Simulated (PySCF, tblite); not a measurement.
# C7H7S radical: geometry, infrared bands and EPR parameters

What infrared bands and EPR parameters should C7H7S radical (`S[C]1CC12C=CC=C2`) show?

The runs use tblite 0.8.0 and PySCF 2.14.0, with density-fitted response routines of our own; the level of theory stands in each step. All values are computed, except where a source is named. Atoms count from 0, in the outputs and in this text.

### Step 1. The starting structure

15 atoms, charge 0, multiplicity 2; geometry from: force field or distance geometry start.

Bonds of the start (Å): S0–C1 1.70, C1–C2 1.48, C2–C3 1.49, C3–C4 1.47, C4–C5 1.35, C5–C6 1.45, C6–C7 1.35, C3–C1 1.45, C7–C3 1.46, S0–H8 1.34, C2–H9 1.08, C2–H10 1.08, C4–H11 1.08, C5–H12 1.07, C6–H13 1.08, C7–H14 1.09.

### Step 2. Geometry optimisation with GFN2-xTB

Job settings and geometry (Å):

```
{"job": {"kind": "relax", "xc": "GFN2-xTB", "basis": "xTB"}, "charge": 0, "multiplicity": 2}
S     -2.767300     0.548500    -0.476100
C     -1.530500    -0.527400    -0.044000
C     -1.007100    -0.609900     1.334200
C     -0.148300    -0.176300     0.194800
C      0.930500    -1.020900    -0.325900
C      1.973700    -0.263300    -0.717500
C      1.649200     1.127800    -0.456000
C      0.418000     1.170000     0.084200
H     -3.203000    -0.103200    -1.563800
H     -0.925600    -1.608000     1.734800
H     -1.373400     0.135400     2.031800
H      0.884300    -2.100300    -0.408500
H      2.901300    -0.605100    -1.133600
H      2.298400     1.963100    -0.658700
H     -0.104400     2.077700     0.382300
```

Launch:

```console
$ OMP_NUM_THREADS=1 python probes_run.py task.json out
```

This one command runs all jobs of the session in turn.

**Question.** This job is followed by: GFN2-xTB harmonic vibrations, gas phase; UKS B3LYP, pcH-1 on C H S, non-relativistic, mean-field spin-orbit, GIAO. What will the session give for the following? strongest single infrared mode (GFN2-xTB); zero-point energy (GFN2-xTB); g(iso) (B3LYP); ⟨S²⟩; largest a(iso) (averaged by class); potential on the surface of density 0.002 e/bohr³, 1st and 99th percentile.

**Answer**, as computed:

```
                                                                  quantity                  value
                                 strongest single infrared mode (GFN2-xTB)  2374 cm⁻¹, 115 km/mol
                                              zero-point energy (GFN2-xTB)          69.3 kcal/mol
                                                            g(iso) (B3LYP)                2.00443
                                                                      ⟨S²⟩     0.755 (exact 0.75)
                                        largest a(iso) (averaged by class)   13C on C1, 348.0 MHz
potential on the surface of density 0.002 e/bohr³, 1st and 99th percentile     -0.78 V and 1.19 V
```

What this shows: The optimisation took 63 steps and gained 0.461 eV; among the close pairs (by a distance rule), C1–C3 changed most, from 1.446 to 1.498 Å. No mode is imaginary among the 39: a minimum at this level. The strongest single mode, at 2374 cm⁻¹, moves mainly H8. GFN2-xTB is a fitted tight-binding method: band positions and strengths are rough. Its intensities can rank the bands wrongly. C1 carries the largest spin population, 0.75 e. The isotropic g lies 2.1 ppt above the free-electron value. These values are for one conformer; the search (at its own cheap level) found 2 more, at 0.00, 1.21 kcal/mol (those within 0.05 may be mirror or relabelled copies), and measured spectra average over such forms.
